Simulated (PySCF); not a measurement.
# One shape, several levels: TiH2SCl2O (SMILES [OH][Ti]([SH])([Cl])[Cl])

Wanted: a comparison of 6 runs (BHLYP/6-31G*, BLYP/6-31G*, M06-L/6-31G*, PBE/6-31G*, r2SCAN/6-31G*, revPBE/6-31G*) of TiH2SCl2O. 

Program for the calculation: PySCF 2.14.0.

4 further runs of the same task are left out: 1 that didn't finish, 3 set aside as unsound or not needed.

### 1 The system as given

The species is TiH2SCl2O (7 atoms), meant as a singlet with charge 0. As SMILES, `[OH][Ti]([SH])([Cl])[Cl]`. The shape is that of a PBE0-D4/def2-TZVP optimisation. This is one conformer, not always the lowest.

Bond lengths: O1–Ti2 1.744 Å, Ti2–S3 2.268 Å, Ti2–Cl4 2.192 Å, Ti2–Cl5 2.188 Å, O1–H6 0.958 Å, S3–H7 1.349 Å. Angles: O1–Ti2–S3 104.3°, O1–Ti2–Cl4 112.2°, O1–Ti2–Cl5 111.5°, S3–Ti2–Cl4 109.9°, S3–Ti2–Cl5 109.5°, Cl4–Ti2–Cl5 109.4°, Ti2–O1–H6 149.2°, Ti2–S3–H7 90.9°.

### 2 A single-point energy at BHLYP/6-31G(d) (spherical functions) (run 1)

calc.py reads:

```python
from pyscf import gto, dft

mol = gto.M(
    atom='''
O       -1.377300       0.558700       0.862300
Ti      -0.135200       0.038500      -0.245900
S        1.377700      -1.025800       1.066100
Cl      -0.905600      -1.341600      -1.764100
Cl       0.823000       1.739800      -1.232100
H       -1.863900       1.272300       1.275800
H        2.142400      -1.309900      -0.007900
''',
    max_memory=1860,
    verbose=4,
    basis='6-31g*',
)

mf = dft.RKS(mol, xc='bhandhlyp')
mf.conv_tol = 1e-10
mf.grids.level = 5
mf.kernel()
if not mf.converged:
    mf = mf.newton().run(mf.mo_coeff, mf.mo_occ)

e_tot = mf.e_tot
print('Final energy', e_tot)
```

Launch:

```
$ OMP_NUM_THREADS=1 python calc.py
```

Log:

```text
PySCF version 2.14.0

[... 83 lines left out ...]
converged SCF energy = -2244.48930152455
Final energy -2244.489301524554
```

Wall time 41 s (1 thread of Arm Neoverse V1, shared host); peak memory 0.58 GiB.

### 3 A single-point energy at BLYP/6-31G(d) (spherical functions) (run 2)

start.xyz reads:

```xyz
7

O     -1.377300     0.558700     0.862300
Ti    -0.135200     0.038500    -0.245900
S      1.377700    -1.025800     1.066100
Cl    -0.905600    -1.341600    -1.764100
Cl     0.823000     1.739800    -1.232100
H     -1.863900     1.272300     1.275800
H      2.142400    -1.309900    -0.007900
```

run.py reads:

```python
from pyscf import gto, dft

molecule = gto.M(
    atom='start.xyz',
    basis='6-31g*',
    max_memory=1860,
    verbose=3,
)

mf = dft.RKS(molecule)
mf.xc = 'blyp'
mf.conv_tol = 1e-10
mf.grids.level = 5
mf.kernel()
if not mf.converged:
    mf = mf.newton().run(mf.mo_coeff, mf.mo_occ)

etot = mf.e_tot
print('Final energy', etot)
```

Launch:

```
$ OMP_NUM_THREADS=1 python run.py
```

Log:

```text
converged SCF energy = -2244.60143887218
Final energy -2244.601438872183
```

Wall time 42 s (1 thread of Arm Neoverse V1, shared host); peak memory 0.58 GiB.

Runs 3 to 5 aren't shown in full; the table further down has their settings and results.

### 4 A single-point energy at revPBE/6-31G(d) (spherical functions) (run 6)

run.py reads:

```python
# [OH][Ti]([SH])([Cl])[Cl]
from pyscf import gto, dft

mol = gto.M(
    atom='''
O     -2.602720     1.055790     1.629511
Ti    -0.255491     0.072754    -0.464684
S      2.603476    -1.938481     2.014637
Cl    -1.711336    -2.535257    -3.333666
Cl     1.555245     3.287746    -2.328332
H     -3.522261     2.404299     2.410913
H      4.048549    -2.475352    -0.014929
''',
    basis='6-31g*',
    verbose=3,
    charge=0,
    max_memory=1860,
    unit='bohr',
)

calc0 = dft.RKS(mol)
calc0.xc = 'revpbe'
calc0.conv_tol = 1e-10
calc0.grids.level = 5
calc0.kernel()
if not calc0.converged:
    calc0 = calc0.newton().run(calc0.mo_coeff, calc0.mo_occ)

energy = calc0.e_tot
print(f'total energy: {energy:.8f} hartree')
```

Launch:

```
$ OMP_NUM_THREADS=1 python run.py
```

Log:

```text
converged SCF energy = -2244.22974631475
total energy: -2244.22974631 hartree
```

It took 41 s on 1 thread of Arm Neoverse V1, shared host; peak memory 0.58 GiB.

### 5 Overview of the runs

```
run                                level   energy (Eh)  dipole moment (D)  HOMO energy (eV)  LUMO energy (eV)  wall time
  1   BHLYP/6-31G* (spherical functions)  -2244.489302               2.16             -9.09             -2.06       41 s
  2    BLYP/6-31G* (spherical functions)  -2244.601439               2.18             -6.56             -3.66       42 s
  3   M06-L/6-31G* (spherical functions)  -2244.563969               2.30             -7.15             -3.94       70 s
  4     PBE/6-31G* (spherical functions)  -2243.751192               2.19             -6.78             -3.84       40 s
  5  r2SCAN/6-31G* (spherical functions)  -2244.450796               2.21             -7.14             -3.91       69 s
  6  revPBE/6-31G* (spherical functions)  -2244.229746               2.20             -6.74             -3.79       41 s
```

### 6 Outcome

| quantity | value |
| --- | --- |
| run 6: total energy | -2244.22975 Eh |
| run 6: dipole moment | 2.20 D |
| run 6: HOMO energy | -6.74 eV |
| run 6: LUMO energy | -3.79 eV |
| run 6: HOMO–LUMO gap | 2.95 eV |

The dipole moment (its size) runs from 2.16 D (BHLYP/6-31G*) to 2.30 D (M06-L/6-31G*). The HOMO–LUMO gap runs from 2.90 eV (BLYP/6-31G*) to 7.03 eV (BHLYP/6-31G*). Totals of different functionals can't be ranked against each other. All runs together took 5 min, the longest 70 s.
